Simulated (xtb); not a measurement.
# CH5BSTe (SMILES CSB[TeH]) at GFN1-xTB (GBSA ch2cl2)

Aim: an optimisation with harmonic vibrations of CH5BSTe. 

Program for the calculation: xtb 6.7.1.

7 further runs of the same task are left out: 7 set aside as unsound or not needed.

**1. The system as given**

The species is CH5BSTe (9 atoms), meant as a singlet with charge 0. As SMILES, `CSB[TeH]`. At this shape a bond of the SMILES string is far longer than usual. The run starts from this shape.

Bond lengths: C1–S2 1.826 Å, S2–B3 1.765 Å, B3–Te4 2.111 Å, C1–H5 1.085 Å, C1–H6 1.086 Å, C1–H7 1.085 Å, B3–H8 1.167 Å. Angles: C1–S2–B3 103.6°, S2–B3–Te4 121.4°, S2–C1–H5 109.6°, S2–C1–H6 109.3°, S2–C1–H7 107.0°, S2–B3–H8 119.0°, Te4–B3–H8 119.6°, H5–C1–H6 110.5°, H5–C1–H7 110.3°, H6–C1–H7 110.1°.

**2. An optimisation with harmonic vibrations at GFN1-xTB (GBSA ch2cl2)**

.CHRG

```
0
```

.UHF

```
0
```

struc.tmol

```
$coord
     -1.357879714385     -1.186381399397     -3.806915639021  c
     -0.608263155268     -1.224100332844     -0.438308746524  s
     -1.760013433705     -4.180633546605      0.591308532478  b
     -1.454614794705     -5.315300700875      4.403830988911  te
     -0.674233494279     -2.910265159325     -4.683446204667  h
     -3.388843969565     -1.013641534345     -4.047099829461  h
     -0.411788330091      0.445510492785     -4.612600372255  h
     -2.701474988994     -5.532354643550     -0.874514227871  h
      1.341157527908     -0.086322689373      6.210131374313  h
$end
```

Started as:

```console
$ xtb struc.tmol --norestart --gbsa ch2cl2 --gfn 1 --ohess > xtb.out 2> xtb.err
```

Q: Predict the results. Wanted: total energy at the end; dipole moment; HOMO energy; LUMO energy; HOMO–LUMO gap; dispersion energy; solvent term in the energy; lowest harmonic wavenumber; highest harmonic wavenumber.

Answer, from the run:

Level: GFN1-xTB (GBSA ch2cl2).

```
                   quantity         value
    total energy at the end  -13.72166 Eh
              dipole moment        0.66 D
                HOMO energy     -10.07 eV
                LUMO energy      -6.40 eV
              HOMO–LUMO gap       3.66 eV
          dispersion energy  -8.82 kJ/mol
 solvent term in the energy  -24.7 kJ/mol
 lowest harmonic wavenumber       73 cm⁻¹
highest harmonic wavenumber     3102 cm⁻¹
          zero-point energy  152.7 kJ/mol
```

At the final geometry: Bond lengths: C1–S2 1.820 Å, S2–B3 1.775 Å, B3–Te4 2.132 Å, C1–H5 1.088 Å, C1–H6 1.088 Å, C1–H7 1.087 Å, B3–H8 1.188 Å, Te4–H9 1.647 Å. Some angles: C1–S2–B3 103.8°, S2–B3–Te4 118.1°, S2–C1–H5 111.0°, S2–C1–H6 110.6°, S2–C1–H7 107.0°, S2–B3–H8 122.6°, Te4–B3–H8 119.3°, B3–Te4–H9 93.7°, H5–C1–H6 109.5°, H5–C1–H7 109.4°. All 21 modes are real, so the shape is a minimum at this level. Mulliken charges run from -0.15 on S2 to +0.15 on B3.
